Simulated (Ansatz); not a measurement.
# C2H11BSi2: molecular dynamics

The plan is to follow the molecule's vibrations and see whether its bonds hold. The start is relaxed first. Runs: 600 steps of 0.5 fs at constant energy, with velocities drawn for 1000 K. SMILES of the start: BC([SiH3])[SiH2]C.

Method: RKS B3LYP/STO-3G, in Ansatz 0.2.0.

### 1 The structure to begin with

Bond lengths (14 of 15 bonds, heavy atoms first): B1–C2 1.541 Å, C2–Si3 1.836 Å, C2–Si4 1.813 Å, Si4–C5 1.938 Å, B1–H6 1.215 Å, B1–H7 1.205 Å, C2–H8 1.097 Å, Si3–H9 1.530 Å, Si3–H10 1.469 Å, Si3–H11 1.484 Å, Si4–H12 1.473 Å, Si4–H13 1.464 Å, C5–H14 1.148 Å, C5–H15 1.096 Å. Angles (14 of 27 angles, heavy atoms first): B1–C2–Si3 107.9°, B1–C2–Si4 111.8°, Si3–C2–Si4 107.9°, C2–Si4–C5 109.0°, B1–C2–H8 109.1°, Si3–C2–H8 107.4°, Si4–C2–H8 112.6°, C2–B1–H6 123.4°, C2–B1–H7 121.7°, C2–Si3–H9 110.9°, C2–Si3–H10 111.5°, C2–Si3–H11 110.7°, C2–Si4–H12 111.9°, C2–Si4–H13 113.9°.

Coordinates:

```xyz
16

B     0.4578    1.4007   -0.9553
C     0.5467   -0.0747   -0.5207
Si    2.2329   -0.3663    0.1449
Si   -0.6441   -0.4629    0.7907
C    -2.4390   -0.3234    0.0731
H     0.5416    2.3327   -0.1804
H     0.1835    1.7113   -2.0865
H     0.4267   -0.7159   -1.4026
H     2.4963    0.5142    1.3687
H     3.2657   -0.0628   -0.8543
H     2.3864   -1.7758    0.5821
H    -0.4974   -1.8467    1.2737
H    -0.6133    0.4728    1.9158
H    -3.2091   -0.5729    0.8875
H    -2.6147    0.7134   -0.2352
H    -2.5430   -0.9663   -0.7571
```

### 2 Relaxing the start

Input file input.yaml:

```yaml
crystal:
  periodic: [false, false, false]
  atoms:
    - { symbol: B, position_ang: [0.4578, 1.4007, -0.9553] }
    - { symbol: C, position_ang: [0.5467, -0.0747, -0.5207] }
    - { symbol: Si, position_ang: [2.2329, -0.3663, 0.1449] }
    - { symbol: Si, position_ang: [-0.6441, -0.4629, 0.7907] }
    - { symbol: C, position_ang: [-2.439, -0.3234, 0.0731] }
    - { symbol: H, position_ang: [0.5416, 2.3327, -0.1804] }
    - { symbol: H, position_ang: [0.1835, 1.7113, -2.0865] }
    - { symbol: H, position_ang: [0.4267, -0.7159, -1.4026] }
    - { symbol: H, position_ang: [2.4963, 0.5142, 1.3687] }
    - { symbol: H, position_ang: [3.2657, -0.0628, -0.8543] }
    - { symbol: H, position_ang: [2.3864, -1.7758, 0.5821] }
    - { symbol: H, position_ang: [-0.4974, -1.8467, 1.2737] }
    - { symbol: H, position_ang: [-0.6133, 0.4728, 1.9158] }
    - { symbol: H, position_ang: [-3.2091, -0.5729, 0.8875] }
    - { symbol: H, position_ang: [-2.6147, 0.7134, -0.2352] }
    - { symbol: H, position_ang: [-2.543, -0.9663, -0.7571] }
basis:
  gaussian: { orbitals: STO-3G }
hamiltonian:
  xc: b3lyp
relax:
  f_tol: 0.02
  max_steps: 40
scf:
  lower_state_search: "off"
```

On the command line:

```console
> ansatz run input.yaml --threads 1 --pin off --max-ram 2048MiB --backend cpu --events-out ev --progress --plain --runs-dir out
```

Log, shortened:

```text
Warning: RAYON_NUM_THREADS=1 ignored (pool sized by the plan → 1); use --threads N
[...]
Functional definition: B3LYP
[...]
613 factors; integrals over basis functions are off by at most 1.9e-5 eV
[...]
mean field -18469.05429698 eV, -678.7252266393 hartree, gradient 4.1e-6 eV, S^2 0.000000; 0 other end points of the search recorded, 0 dependent functions left out
[...]
reference -18469.05452082 eV, -678.7252348652 hartree; 28, 28 occupied and 16, 16 virtual orbitals, 613 factors
relax step   1: F+E_penalty+E_count = -18469.05429698 eV  Δ(F+E_penalty+E_count) = +0.000e0 eV  max|allowed force component| = 3.345e0 eV/Å  Δτ_max = 0.0000 Å  (13 SCF iters, accepted)
[...]
relax step   5: F+E_penalty+E_count = -18469.56271731 eV  Δ(F+E_penalty+E_count) = -1.180e-2 eV  max|allowed force component| = 2.906e-2 eV/Å  Δτ_max = 0.0526 Å  (17 SCF iters, accepted)
[...]
relax step   6: F+E_penalty+E_count = -18469.56302278 eV  Δ(F+E_penalty+E_count) = -3.055e-4 eV  max|allowed force component| = 1.464e-2 eV/Å  Δτ_max = 0.0129 Å  (11 SCF iters, accepted)
Total energy: -18469.56324724 eV, -678.7439302165 hartree
Atom 0 at     0.435719     1.390554    -0.999928 Å, force    -0.002675    -0.014636    -0.005706 eV/Å
Atom 1 at     0.565758    -0.071618    -0.537114 Å, force     0.004067     0.001357     0.010531 eV/Å
Atom 2 at     2.300867    -0.328941     0.183909 Å, force     0.002411     0.000096     0.000180 eV/Å
Atom 3 at    -0.728764    -0.477232     0.786303 Å, force     0.001685     0.007459    -0.005648 eV/Å
Atom 4 at    -2.473239    -0.285710     0.118581 Å, force    -0.000871    -0.007006    -0.000168 eV/Å
Atom 5 at     0.526860     2.268389    -0.223329 Å, force    -0.000719    -0.002743    -0.000021 eV/Å
Atom 6 at     0.252873     1.672230    -2.125495 Å, force     0.000770     0.005043    -0.001904 eV/Å
Atom 7 at     0.442155    -0.778539    -1.369088 Å, force     0.001086     0.008972    -0.001692 eV/Å
Atom 8 at     2.484558     0.479840     1.365595 Å, force     0.002744     0.001523     0.000197 eV/Å
Atom 9 at     3.315332     0.020750    -0.783425 Å, force    -0.001127    -0.000108    -0.001116 eV/Å
Atom 10 at     2.469962    -1.719845     0.538906 Å, force    -0.001144    -0.001060     0.000471 eV/Å
Atom 11 at    -0.535178    -1.843292     1.223152 Å, force    -0.004239    -0.000900    -0.000864 eV/Å
Atom 12 at    -0.546411     0.391479     1.926929 Å, force     0.000516    -0.000087     0.001603 eV/Å
Atom 13 at    -3.214151    -0.564951     0.878633 Å, force    -0.004637     0.001498     0.000560 eV/Å
Atom 14 at    -2.679191     0.749422    -0.181846 Å, force    -0.000088     0.000853     0.004967 eV/Å
Atom 15 at    -2.640150    -0.925135    -0.757381 Å, force     0.002220    -0.000262    -0.001389 eV/Å
Dipole moment:    -0.011151    -0.196433     0.070171 e Å
Checks for a lower state left out: stability, starts, cluster_reference, orbital_swaps, neighbouring_geometries, increment
```

Run time: 17 s. Hardware: 1 thread of Arm Neoverse V1, shared host; peak memory 0.13 GiB.

Step by step:

| step | energy from step 1 (eV) | largest force component (eV/Å) |
| --- | --- | --- |
| 1 | 0.0000 | 3.3452 |
| 2 | -0.4077 | 1.2594 |
| 3 | -0.4930 | 0.4131 |
| 4 | -0.4966 | 0.3247 |
| 5 | -0.5084 | 0.0291 |
| 6 | -0.5087 | 0.0146 |

Step 1 is the start.

After: Bond lengths (14 of 15 bonds, heavy atoms first): B1–C2 1.539 Å, C2–Si3 1.896 Å, C2–Si4 1.895 Å, Si4–C5 1.878 Å, B1–H6 1.176 Å, B1–H7 1.175 Å, C2–H8 1.099 Å, Si3–H9 1.444 Å, Si3–H10 1.445 Å, Si3–H11 1.445 Å, Si4–H12 1.447 Å, Si4–H13 1.445 Å, C5–H14 1.098 Å, C5–H15 1.097 Å. Angles (14 of 27 angles, heavy atoms first): B1–C2–Si3 108.7°, B1–C2–Si4 110.8°, Si3–C2–Si4 109.3°, C2–Si4–C5 111.4°, B1–C2–H8 112.0°, Si3–C2–H8 107.7°, Si4–C2–H8 108.3°, C2–B1–H6 120.3°, C2–B1–H7 121.9°, C2–Si3–H9 110.6°, C2–Si3–H10 110.8°, C2–Si3–H11 109.3°, C2–Si4–H12 108.7°, C2–Si4–H13 109.6°.

### 3 Dynamics

600 steps of 0.5 fs at constant energy, with velocities drawn for 1000 K, from the relaxed start.

Input file input.yaml:

```yaml
crystal:
  periodic: [false, false, false]
  atoms:
    - { symbol: B, position_ang: [0.435719, 1.390554, -0.999928] }
    - { symbol: C, position_ang: [0.565758, -0.071618, -0.537114] }
    - { symbol: Si, position_ang: [2.300867, -0.328941, 0.183909] }
    - { symbol: Si, position_ang: [-0.728764, -0.477232, 0.786303] }
    - { symbol: C, position_ang: [-2.473239, -0.28571, 0.118581] }
    - { symbol: H, position_ang: [0.52686, 2.268389, -0.223329] }
    - { symbol: H, position_ang: [0.252873, 1.67223, -2.125495] }
    - { symbol: H, position_ang: [0.442155, -0.778539, -1.369088] }
    - { symbol: H, position_ang: [2.484558, 0.47984, 1.365595] }
    - { symbol: H, position_ang: [3.315332, 0.02075, -0.783425] }
    - { symbol: H, position_ang: [2.469962, -1.719845, 0.538906] }
    - { symbol: H, position_ang: [-0.535178, -1.843292, 1.223152] }
    - { symbol: H, position_ang: [-0.546411, 0.391479, 1.926929] }
    - { symbol: H, position_ang: [-3.214151, -0.564951, 0.878633] }
    - { symbol: H, position_ang: [-2.679191, 0.749422, -0.181846] }
    - { symbol: H, position_ang: [-2.64015, -0.925135, -0.757381] }
basis:
  gaussian: { orbitals: STO-3G }
hamiltonian:
  xc: b3lyp
md:
  timestep: 0.5
  n_steps: 600
  ensemble: nve
  temperature: 1000.0
  initial_velocities: maxwell_boltzmann
  seed: 927416
scf:
  lower_state_search: "off"
```

On the command line:

```console
> ansatz run input.yaml --threads 1 --pin off --max-ram 2048MiB --backend cpu --events-out ev --progress --plain --runs-dir out
```

Log, shortened:

```text
Warning: RAYON_NUM_THREADS=1 ignored (pool sized by the plan → 1); use --threads N
[...]
Functional definition: B3LYP
[...]
612 factors; integrals over basis functions are off by at most 1.6e-5 eV
[...]
mean field -18469.56302056 eV, -678.7439218860 hartree, gradient 2.5e-6 eV, S^2 0.000000; 0 other end points of the search recorded, 0 dependent functions left out
[...]
reference -18469.56324532 eV, -678.7439301459 hartree; 28, 28 occupied and 16, 16 virtual orbitals, 612 factors
md step     0: t =     0.00 fs  T =  1000.0 K  F+E_penalty+E_count = -18469.56302056 eV  E_kin = 1.809640 eV  conserved = -18467.75338057 eV  (13 SCF iters)
[...]
md step    19: t =     9.50 fs  T =   404.2 K  F+E_penalty+E_count = -18468.48027742 eV  E_kin = 0.731441 eV  conserved = -18467.74883659 eV  (18 SCF iters)
[...]
md step    38: t =    19.00 fs  T =   578.1 K  F+E_penalty+E_count = -18468.79646484 eV  E_kin = 1.046101 eV  conserved = -18467.75036360 eV  (16 SCF iters)
[...]
md step    57: t =    28.50 fs  T =   529.9 K  F+E_penalty+E_count = -18468.70855019 eV  E_kin = 0.958868 eV  conserved = -18467.74968223 eV  (18 SCF iters)
[...]
md step    76: t =    38.00 fs  T =   493.8 K  F+E_penalty+E_count = -18468.64398559 eV  E_kin = 0.893596 eV  conserved = -18467.75038936 eV  (18 SCF iters)
md step    77: t =    38.50 fs  T =   497.4 K  F+E_penalty+E_count = -18468.65066455 eV  E_kin = 0.900128 eV  conserved = -18467.75053621 eV  (17 SCF iters)
md step    78: t =    39.00 fs  T =   490.7 K  F+E_penalty+E_count = -18468.63818995 eV  E_kin = 0.887995 eV  conserved = -18467.75019510 eV  (18 SCF iters)
```

### 4 The log goes on: dynamics from the start

Output, continued, shortened:

```text
md step    79: t =    39.50 fs  T =   476.7 K  F+E_penalty+E_count = -18468.61204809 eV  E_kin = 0.862591 eV  conserved = -18467.74945699 eV  (18 SCF iters)
[...]
md step   105: t =    52.50 fs  T =   385.8 K  F+E_penalty+E_count = -18468.44681626 eV  E_kin = 0.698131 eV  conserved = -18467.74868563 eV  (18 SCF iters)
[...]
md step   131: t =    65.50 fs  T =   533.5 K  F+E_penalty+E_count = -18468.71388136 eV  E_kin = 0.965435 eV  conserved = -18467.74844651 eV  (17 SCF iters)
[...]
md step   157: t =    78.50 fs  T =   500.3 K  F+E_penalty+E_count = -18468.65476812 eV  E_kin = 0.905345 eV  conserved = -18467.74942359 eV  (18 SCF iters)
[...]
md step   183: t =    91.50 fs  T =   471.8 K  F+E_penalty+E_count = -18468.60277045 eV  E_kin = 0.853795 eV  conserved = -18467.74897506 eV  (18 SCF iters)
md step   184: t =    92.00 fs  T =   443.3 K  F+E_penalty+E_count = -18468.55077354 eV  E_kin = 0.802247 eV  conserved = -18467.74852693 eV  (18 SCF iters)
```

### 5 The output, continued: dynamics from the start

The log, continued, shortened:

```text
md step   185: t =    92.50 fs  T =   421.5 K  F+E_penalty+E_count = -18468.51097465 eV  E_kin = 0.762792 eV  conserved = -18467.74818264 eV  (18 SCF iters)
[...]
md step   206: t =   103.00 fs  T =   511.9 K  F+E_penalty+E_count = -18468.67442932 eV  E_kin = 0.926290 eV  conserved = -18467.74813954 eV  (17 SCF iters)
[...]
md step   227: t =   113.50 fs  T =   601.8 K  F+E_penalty+E_count = -18468.83796252 eV  E_kin = 1.089062 eV  conserved = -18467.74890007 eV  (17 SCF iters)
[...]
md step   248: t =   124.00 fs  T =   581.3 K  F+E_penalty+E_count = -18468.80221494 eV  E_kin = 1.051927 eV  conserved = -18467.75028813 eV  (17 SCF iters)
[...]
md step   599: t =   299.50 fs  T =   539.1 K  F+E_penalty+E_count = -18468.72536924 eV  E_kin = 0.975629 eV  conserved = -18467.74974050 eV  (18 SCF iters)
[...]
Atom 8 at     2.324793    -0.799255     1.481470 Å, force    -0.337828    -0.135216    -0.105919 eV/Å
Atom 9 at     3.294369     0.720750     0.136642 Å, force     0.294426     0.982178    -0.066295 eV/Å
Atom 10 at     2.968856    -1.307848    -0.760626 Å, force    -0.701922     0.281813     0.498812 eV/Å
Atom 11 at    -0.321929    -2.123948     0.231093 Å, force    -0.368941    -0.466055     0.552087 eV/Å
Atom 12 at    -0.629457    -0.372422     1.961983 Å, force     0.121865    -0.517311     0.046593 eV/Å
Atom 13 at    -3.114468    -1.015183    -0.480240 Å, force     0.882656     0.226884    -0.181779 eV/Å
Atom 14 at    -2.971553     0.049629     0.899076 Å, force     0.447898    -0.196040    -0.947933 eV/Å
Atom 15 at    -2.371470     0.614843    -0.630706 Å, force     0.076862     0.694841    -1.004576 eV/Å
Dipole moment:    -0.178710    -0.272830     0.061080 e Å
Checks for a lower state left out: stability, starts, cluster_reference, orbital_swaps, neighbouring_geometries, increment
```

Wall time 27 min (1 thread of Arm Neoverse V1, shared host); peak memory 0.11 GiB.

### 6 The trajectory

The trajectory, every 24 steps (energies from step 0):

| time (fs) | T (K) | potential energy change (meV/atom) | total energy change (meV/atom) |
| --- | --- | --- | --- |
| 0.0 | 1000 | 0.0 | 0.00 |
| 12.0 | 533 | 53.0 | 0.21 |
| 24.0 | 580 | 47.7 | 0.21 |
| 36.0 | 437 | 64.0 | 0.33 |
| 48.0 | 522 | 54.4 | 0.26 |
| 60.0 | 569 | 49.1 | 0.31 |
| 72.0 | 363 | 72.3 | 0.30 |
| 84.0 | 503 | 56.5 | 0.32 |
| 96.0 | 442 | 63.4 | 0.27 |
| 108.0 | 516 | 55.0 | 0.30 |
| 120.0 | 552 | 50.9 | 0.24 |
| 132.0 | 569 | 49.1 | 0.31 |
| 144.0 | 509 | 55.7 | 0.23 |
| 156.0 | 460 | 61.3 | 0.29 |
| 168.0 | 513 | 55.2 | 0.20 |
| 180.0 | 476 | 59.6 | 0.26 |
| 192.0 | 585 | 47.1 | 0.20 |
| 204.0 | 490 | 57.9 | 0.24 |
| 216.0 | 472 | 60.0 | 0.26 |
| 228.0 | 556 | 50.4 | 0.26 |
| 240.0 | 585 | 47.2 | 0.27 |
| 252.0 | 512 | 55.5 | 0.35 |
| 264.0 | 543 | 52.0 | 0.31 |
| 276.0 | 442 | 63.4 | 0.36 |
| 288.0 | 526 | 53.8 | 0.22 |
| 300.0 | 536 | 52.7 | 0.23 |

time (fs), T (K) and a bar:
```
      0.0       1000 ##############################
     13.0        565 #########
     26.0        548 #########
     39.0        491 ######
     52.0        402 ##
     65.0        536 ########
     78.5        500 ######
     91.5        472 #####
    104.5        505 #######
    117.5        552 #########
    130.5        603 ###########
    143.5        490 ######
    156.5        453 ####
    169.5        493 ######
    182.5        366 
    195.5        556 #########
    208.5        569 ##########
    221.5        444 ####
    235.0        529 ########
    248.0        495 ######
    261.0        511 #######
    274.0        485 ######
    287.0        570 ##########
    300.0        536 ########
```

Maxima of the velocity power spectrum (cm⁻¹, relative height; resolution about 220 cm⁻¹): 810 (100), 1060 (82), 1470 (36), 2610 (25), 3390 (11).

### 7 Frames from the trajectory

Positions (Å) and forces (eV/Å):

```xyz
16
time_fs=50.0 T=485 dE=0.9349
B     0.319    1.402   -0.815   -0.421    0.725    0.105
C     0.624   -0.011   -0.481   -0.554   -1.379   -0.439
Si    2.323   -0.350    0.157    0.653    0.197    0.588
Si   -0.713   -0.476    0.757   -1.510   -0.762    0.341
C    -2.517   -0.285    0.025    3.851    1.869    0.161
H     0.410    2.114    0.111    0.043    0.851   -0.497
H    -0.138    1.656   -1.866    0.046    0.580    0.163
H     0.434   -0.698   -1.324    0.176    0.102    0.122
H     2.960    0.904    0.386    0.540    0.448   -0.395
H     2.914   -1.181   -0.832    0.615   -0.086   -0.466
H     2.565   -0.996    1.413   -0.634   -0.443    0.321
H    -0.301   -1.819    0.975   -0.434   -0.915    0.173
H    -0.659    0.092    2.074    0.246    0.598    0.043
H    -3.110    0.367    0.670   -0.304   -0.070   -0.156
H    -2.232    0.227   -0.921   -1.273   -0.223    0.252
H    -2.957   -1.224   -0.166   -1.038   -1.492   -0.318
16
time_fs=100.0 T=633 dE=0.6657
B     0.377    1.515   -0.723   -0.339   -0.167   -0.150
C     0.635    0.039   -0.432   -0.864   -0.277   -0.426
Si    2.335   -0.331    0.153    0.239    0.049   -0.631
Si   -0.737   -0.550    0.752   -0.919    0.288   -1.773
C    -2.522   -0.306   -0.037    0.290    0.429    1.103
H     0.931    2.345   -0.095   -0.308    0.131   -0.152
H    -0.441    1.760   -1.537    0.270    0.464    0.100
H     0.482   -0.606   -1.330   -0.255    0.564    0.444
H     3.102    0.365   -0.818    0.950    0.722    0.199
H     2.643   -1.661   -0.197    0.120   -1.168    0.339
H     2.571   -0.054    1.538    0.252    0.196    0.205
H    -0.392   -1.932    0.756   -0.348   -0.737    0.444
H    -0.560   -0.007    2.075   -0.270    0.149    0.094
H    -2.919    0.733    0.100    0.661   -0.573   -0.402
H    -2.649   -0.610   -1.103    0.523    0.259    0.651
H    -3.226   -0.910    0.552   -0.002   -0.327   -0.045
16
time_fs=150.0 T=611 dE=0.7068
B     0.366    1.615   -0.560    0.417   -0.339   -0.492
C     0.569    0.055   -0.508    0.249    0.564   -0.780
Si    2.279   -0.322    0.150    0.891    0.444   -0.396
Si   -0.662   -0.613    0.670   -3.635    0.688    0.271
C    -2.472   -0.323    0.027   -0.907    0.300    0.603
H     0.245    2.296    0.396    0.010   -0.544    0.178
H     0.391    2.242   -1.549   -0.039   -0.222   -0.349
H     0.566   -0.526   -1.463   -0.389    0.990    0.361
H     3.002   -0.847   -0.970    0.411    0.156   -0.202
H     2.234   -1.373    1.073   -0.162   -0.927    0.969
H     2.991    0.757    0.792   -0.080    0.158   -0.165
H    -0.666   -2.015    0.964    0.595   -0.346    0.075
H    -0.625    0.191    1.857    0.427   -0.157    0.481
H    -2.664    0.475   -0.698    0.801    0.299   -0.190
H    -2.852   -1.206   -0.467    0.074   -0.853   -0.478
H    -3.286   -0.123    0.779    1.337   -0.213    0.114
16
time_fs=200.0 T=507 dE=0.8960
B     0.659    1.652   -0.500   -0.283    1.952   -1.076
C     0.499    0.171   -0.451   -0.107   -2.450   -1.146
Si    2.313   -0.240    0.134   -0.389    0.134   -1.984
Si   -0.822   -0.730    0.628    3.985    0.722    0.630
C    -2.502   -0.393    0.070   -1.235    1.059    0.706
H     0.752    2.465    0.347   -0.078   -0.583    0.413
H     0.741    2.105   -1.589    0.189    0.129    0.229
H     0.421   -0.214   -1.514    0.144    0.316    1.116
H     2.716   -1.439   -0.528   -0.259   -0.865    0.274
H     2.268   -0.294    1.528    0.356   -0.158    1.343
H     3.386    0.584   -0.390   -0.400    0.641    0.423
H    -0.525   -2.121    0.807   -0.100   -0.466   -0.519
H    -0.367   -0.205    1.883   -0.904    0.228    0.669
H    -2.513   -0.089   -0.976   -0.201    0.321   -0.177
H    -3.085   -1.300    0.162   -0.665   -0.300    0.088
H    -2.925    0.405    0.737   -0.054   -0.679   -0.990
16
time_fs=250.0 T=535 dE=0.8448
B     0.535    1.718   -0.365    0.633   -0.068    0.799
C     0.488    0.207   -0.496    0.112   -2.191   -0.638
Si    2.366   -0.276    0.120   -1.901    0.590   -1.698
Si   -0.794   -0.755    0.562    1.127    0.654    1.799
C    -2.501   -0.366    0.100   -0.750   -0.834   -0.956
H     0.299    2.153    0.690   -0.157    0.515    0.118
H     1.018    2.403   -1.176   -0.245    0.197   -0.339
H     0.291   -0.140   -1.559    1.015    0.298    0.953
H     2.248   -1.519    0.829    0.277   -0.476   -0.310
H     2.810    0.647    1.071    0.271    0.958    0.950
H     3.319   -0.138   -0.988   -0.409   -0.618    0.331
H    -0.649   -2.183    0.654    0.414   -0.190   -0.321
H    -0.862   -0.274    1.935    0.866   -0.112   -0.095
H    -2.706   -0.856   -0.867   -0.785    0.175    0.383
H    -3.197   -0.665    0.915    0.204    0.166   -0.890
H    -2.518    0.697   -0.052   -0.670    0.936   -0.086
16
time_fs=300.0 T=536 dE=0.8425
B     0.307    1.753   -0.219    0.817   -1.030    0.516
C     0.572    0.224   -0.514   -1.502    0.161    0.111
Si    2.326   -0.308    0.120   -0.167   -0.845   -1.165
Si   -0.732   -0.789    0.579    1.341    1.374   -1.520
C    -2.418   -0.272   -0.034   -2.018   -0.714    2.444
H     0.615    2.021    0.910   -0.377    0.523   -0.739
H    -0.106    2.587   -0.981    0.160   -0.694    0.542
H     0.228   -0.100   -1.551    1.332    0.354    1.020
H     2.325   -0.799    1.482   -0.338   -0.135   -0.106
H     3.294    0.721    0.137    0.294    0.982   -0.066
H     2.969   -1.308   -0.761   -0.702    0.282    0.499
H    -0.322   -2.124    0.231   -0.369   -0.466    0.552
H    -0.629   -0.372    1.962    0.122   -0.517    0.047
H    -3.115   -1.015   -0.480    0.883    0.227   -0.182
H    -2.972    0.050    0.899    0.448   -0.196   -0.948
H    -2.372    0.615   -0.631    0.077    0.695   -1.005
```

### 8 What came out

```
                          quantity                          value
           relaxation of the start        5 moves, 0.509 eV lower
                            length            600 steps of 0.5 fs
  temperature, first and last step                 1000 and 536 K
          temperature, second half  mean 518 K, from 358 to 670 K
     potential energy, second half    +55 meV/atom from the start
largest change of the total energy                  0.39 meV/atom
            bonds formed or broken                              0
```

In words: The temperature starts at 1000 K and averages 518 K in the second half, where it ranges from 358 to 670 K. About half is expected from a start at a minimum: kinetic energy passes into potential energy until both shares match. The total energy strays from its start by at most 0.39 meV/atom, 0.7 % of the mean kinetic energy, which is good for a step of 0.5 fs. The bonding pattern survives the run. 300 fs on 16 atoms is far too short and small for converged averages. The nuclei move classically, without zero-point motion, which matters most for hydrogen. The basis is very small, so the numbers are rough.
